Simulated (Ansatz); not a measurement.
# Hf7BiO16: the cost of one run

Program: Ansatz 0.2.0. Level of theory: DFT, PBE, plane-wave PAW, default files, scalar-relativistic, as far as a step names no other. These are calculated values, not measurements.

## 1. The starting structure

It takes space group Fm-3m (No. 225, cubic). Conventional cell: a = 10.230 Å, b = 10.230 Å, c = 10.230 Å, α = 90.00°, β = 90.00°, γ = 90.00°. Bi (site symmetry m-3m) has 8 O at 2.21 Å as nearest neighbours. Around Hf (site symmetry mmm) lie 8 O at 2.21 Å. Hf (site symmetry m-3m) has 8 O at 2.21 Å as nearest neighbours. O (site symmetry 3m) is surrounded by 1 Bi at 2.21 Å and 3 Hf at 2.21 Å. Around O (site symmetry 3m) lie 4 Hf at 2.21 Å.

As a file:

```
CELL_PARAMETERS angstrom
0.00000 5.11500 5.11500
5.11500 0.00000 5.11500
5.11500 5.11500 0.00000
ATOMIC_POSITIONS crystal
Bi 0.00000 0.00000 0.00000
Hf 0.00000 0.00000 0.50000
Hf 0.00000 0.50000 0.00000
Hf 0.00000 0.50000 0.50000
Hf 0.50000 0.00000 0.00000
Hf 0.50000 0.00000 0.50000
Hf 0.50000 0.50000 0.00000
Hf 0.50000 0.50000 0.50000
O 0.12500 0.12500 0.12500
O 0.12500 0.12500 0.62500
O 0.12500 0.62500 0.12500
O 0.12500 0.62500 0.62500
O 0.62500 0.12500 0.12500
O 0.62500 0.12500 0.62500
O 0.62500 0.62500 0.12500
O 0.62500 0.62500 0.62500
O 0.37500 0.37500 0.37500
O 0.37500 0.37500 0.87500
O 0.37500 0.87500 0.37500
O 0.37500 0.87500 0.87500
O 0.87500 0.37500 0.37500
O 0.87500 0.37500 0.87500
O 0.87500 0.87500 0.37500
O 0.87500 0.87500 0.87500
```

Atom 1 of the input is the impurity.

## 2. Gradients at the starting positions

input.yaml

```yaml
crystal:
  lattice:
    - [0.0, 5.115, 5.115]
    - [5.115, 0.0, 5.115]
    - [5.115, 5.115, 0.0]
  atoms:
    - { symbol: Bi, position: [0.0, 0.0, 0.0], spin: 1.0 }
    - { symbol: Hf, position: [0.0, 0.0, 0.5] }
    - { symbol: Hf, position: [0.0, 0.5, 0.0] }
    - { symbol: Hf, position: [0.0, 0.5, 0.5] }
    - { symbol: Hf, position: [0.5, 0.0, 0.0] }
    - { symbol: Hf, position: [0.5, 0.0, 0.5] }
    - { symbol: Hf, position: [0.5, 0.5, 0.0] }
    - { symbol: Hf, position: [0.5, 0.5, 0.5] }
    - { symbol: O, position: [0.125, 0.125, 0.125] }
    - { symbol: O, position: [0.125, 0.125, 0.625] }
    - { symbol: O, position: [0.125, 0.625, 0.125] }
    - { symbol: O, position: [0.125, 0.625, 0.625] }
    - { symbol: O, position: [0.625, 0.125, 0.125] }
    - { symbol: O, position: [0.625, 0.125, 0.625] }
    - { symbol: O, position: [0.625, 0.625, 0.125] }
    - { symbol: O, position: [0.625, 0.625, 0.625] }
    - { symbol: O, position: [0.375, 0.375, 0.375] }
    - { symbol: O, position: [0.375, 0.375, 0.875] }
    - { symbol: O, position: [0.375, 0.875, 0.375] }
    - { symbol: O, position: [0.375, 0.875, 0.875] }
    - { symbol: O, position: [0.875, 0.375, 0.375] }
    - { symbol: O, position: [0.875, 0.375, 0.875] }
    - { symbol: O, position: [0.875, 0.875, 0.375] }
    - { symbol: O, position: [0.875, 0.875, 0.875] }
magnetization:
  spin_polarized: true
kpoints:
  mp_grid: { grid: [3, 3, 3] }
scf:
  occupations: { method: fermi_dirac, width: 0.01 }
hamiltonian:
  xc: pbe
  pseudopotentials: { kind: paw }
output:
  forces: true
  stress: true
  populations: true
  efg:
    quadrupole_moments_barn: { Bi: -0.516, Hf: 3.365, O: -0.02558 }
    contact_densities: true
```

Started as:

```console
$ ansatz run input.yaml --threads 1 --pin off --max-ram 3072MiB --backend cpu --events-out ev --progress --plain --runs-dir out
```

**Question.** How long does this run take on 1 thread of Arm Neoverse V1, shared host, and how much memory does it need?

About 91 s, with a peak of 0.96 GiB.
